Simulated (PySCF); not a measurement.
# CeFO (Ce(O)(F)): the cost of one run

The runs use PySCF 2.14.0; PBE0, Ce lcecp-1-SVP with ECP47, O def2-SVP, F def2-SVP; scalar-relativistic core potentials, no spin–orbit coupling.

1 further run of the same task is left out (for a known fault of the program).

## Step 1: Where the work starts

3 atoms, charge 0, spin multiplicity 1.

Bond lengths: Ce1–O2 1.885 Å, Ce1–F3 2.174 Å. Angles: O2–Ce1–F3 131.8°.

Geometry (Å):

```xyz
3
CeFO
Ce    0.0000    0.0000    0.0000
O     1.7207    0.0000    0.7701
F    -1.9840    0.0000    0.8879
```

Formal oxidation states: Ce +3. Each metal's 1 4f electrons lie in its core potential, so multiplicities, spins and levels count the valence alone.

## Step 2: SCF at the start, singlet

File run.py (the lines that set the calculation):

```python
mol = gto.M(atom='''
Ce     0.00000     0.00000     0.00000
O      1.72070     0.00000     0.77010
F     -1.98400     0.00000     0.88790''',
    basis={'Ce': 'lcecp-1-SVP', 'O': 'def2-SVP', 'F': 'def2-SVP'},
    ecp={'Ce': 'lcecp-1-SVP'},
    charge=0, spin=0)
mf = dft.RKS(mol, xc='PBE0')
mf.grids.atom_grid = (50, 194)  # f atoms: unpruned, at least (60, 302)
mf = mf.density_fit()  # fitting sets: Ce AutoAux, O def2-universal-JKFIT, F def2-universal-JKFIT
mf.conv_tol = 1e-08; mf.max_cycle = 55
mf.kernel(dm0)  # dm0: free metal ions and neutral atoms
```

Started as:

```
OMP_NUM_THREADS=2 python run.py
```

**Question.** How long does this run take on 2 threads of Arm Neoverse V2, shared host, and how much memory does it need?

About 1.8 s, with a peak of 0.31 GiB.
